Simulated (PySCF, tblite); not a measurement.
# C5H9BO: geometry, infrared bands and NMR shifts

Aim: predict the infrared bands and NMR shifts of C5H9BO (`B[C@H]1CC12COC2`).

Computed with tblite 0.8.0 and PySCF 2.14.0, with density-fitted response routines of our own, on a single molecule in the gas phase. Atoms are numbered from 0 throughout.

## 1. The molecule as given

16 atoms, charge 0, multiplicity 1; geometry from: force field or distance geometry start.

Bonds of the start (Å): B0–C1 1.57, C1–C2 1.50, C2–C3 1.46, C3–C4 1.45, C4–O5 1.41, O5–C6 1.41, C3–C1 1.47, C6–C3 1.45, B0–H7 1.19, B0–H8 1.19, C1–H9 1.10, C2–H10 1.11, C2–H11 1.12, C4–H12 1.11, C4–H13 1.09, C6–H14 1.09, C6–H15 1.13.

## 2. Relaxing the molecule with GFN2-xTB

What the job is given:

```
{"job": {"kind": "relax", "xc": "GFN2-xTB", "basis": "xTB"}, "charge": 0, "multiplicity": 1}
B      2.139000    -0.058900    -0.196600
C      0.790900    -0.852900    -0.039300
C      0.018600    -0.860900     1.251300
C     -0.421800    -0.043300     0.119100
C     -1.520300    -0.224600    -0.811000
O     -1.385600     1.147400    -1.104900
C     -0.574900     1.396700     0.020900
H      2.661600    -0.146600    -1.258100
H      2.379700     0.956600     0.378300
H      0.699100    -1.763400    -0.647400
H      0.436900    -0.296100     2.113600
H     -0.607800    -1.741200     1.535300
H     -1.246000    -0.824800    -1.708100
H     -2.455800    -0.513600    -0.335900
H      0.321400     1.997500    -0.151200
H     -1.242500     1.837200     0.822800
```

Command:

```console
OMP_NUM_THREADS=1 python probes_run.py task.json out
```

This one command runs all jobs of the session in turn.

**Question.** This job is followed by: GFN2-xTB harmonic vibrations, gas phase; GIAO PBE0/pcSseg-1 NMR shielding, non-relativistic, gas phase. What will the session give for the following? strongest single infrared mode (GFN2-xTB); zero-point energy (GFN2-xTB); ¹³C shifts against TMS (PBE0/pcSseg-1); ¹H shifts against TMS (PBE0/pcSseg-1, means over atoms taken as alike); ¹¹B shifts against BF3·OEt2 (PBE0/pcSseg-1); ¹⁷O shifts against H2O (PBE0/pcSseg-1).

**Answer**, as computed:

```
                                                              quantity                                               value
                             strongest single infrared mode (GFN2-xTB)                               2675 cm⁻¹, 139 km/mol
                                          zero-point energy (GFN2-xTB)                                       80.7 kcal/mol
                                ¹³C shifts against TMS (PBE0/pcSseg-1)                    83.4, 82.1, 36.4, 33.3, 29.4 ppm
¹H shifts against TMS (PBE0/pcSseg-1, means over atoms taken as alike)  7.44, 5.13, 5.09, 5.02, 4.98, 1.49, 1.48, 1.40 ppm
                           ¹¹B shifts against BF3·OEt2 (PBE0/pcSseg-1)                                            85.0 ppm
                                ¹⁷O shifts against H2O (PBE0/pcSseg-1)                                            18.5 ppm
```

In words: The optimisation took 67 steps and gained 0.741 eV; among the close pairs (by a distance rule), C3–C4 changed most, from 1.451 to 1.515 Å. No mode is imaginary among the 42: a minimum at this level. The strongest single mode, at 2675 cm⁻¹, moves mainly H7. Unscaled tight-binding wavenumbers are off by several per cent, some by more. Its intensities can rank the bands wrongly. At PBE0/pcSseg-1: Shielding is most anisotropic at B0 (span 195 ppm, paramagnetic term -178 ppm).
